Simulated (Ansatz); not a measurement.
Ta3AsAu2O13:

```
Ta As Au O
1.0
     5.45204    0.00000    0.00000
    -2.72602    4.72161    0.00000
     0.00000    0.00000    9.57902
Ta As Au O
3 1 2 13
Cartesian
  0.0000 0.0000 1.8591
  0.0000 0.0000 7.7199
  2.7260 1.5739 0.0000
  0.0000 0.0000 4.7895
  0.0000 3.1478 2.6273
  0.0000 3.1478 6.9517
  0.0000 0.0000 0.0000
  -1.3422 4.5861 3.4870
  -0.5745 1.2662 3.4870
  1.9167 3.5909 3.4870
  -1.3422 4.5861 6.0921
  -0.5745 1.2662 6.0921
  1.9167 3.5909 6.0921
  1.1852 1.5782 8.2230
  3.4927 0.2373 8.2230
  3.5002 2.9061 8.2230
  1.1852 1.5782 1.3560
  3.4927 0.2373 1.3560
  3.5002 2.9061 1.3560
```

The cell was built by a generator and needn't be a form met in nature.

Base run:

```yaml
Program: Ansatz 0.2.0
Functional: PBE
Potentials_or_basis: Ansatz PAW
Cutoff: 420 eV
Density_cutoff: 1680 eV
k_mesh: 6 × 6 × 3
Occupations: fermi-dirac, width 0.05 eV
Spin: no spin polarisation
Hubbard_terms: Au d U = 2 eV, Ta d U = 2 eV
```

Its results: band gap on the k mesh none (metal or under the smearing width); pressure 0.9 GPa; largest force 0.356 eV/Å.

Question: The run is repeated on the same cell with these changes: hubbard terms from Au d U = 2 eV, Ta d U = 2 eV to Au d U = 8 eV, Ta d U = 8 eV. What comes out?

Answer: Band gap on the k mesh none (metal or under the smearing width); pressure 5.4 GPa; largest force 1.126 eV/Å.

Caveats: U without spin polarisation on a metal has little footing; forces of over 1 eV/Å show positions far from the minimum, so gaps and moduli don't describe the material at rest (some runs).

Not every run made on this cell is shown here.
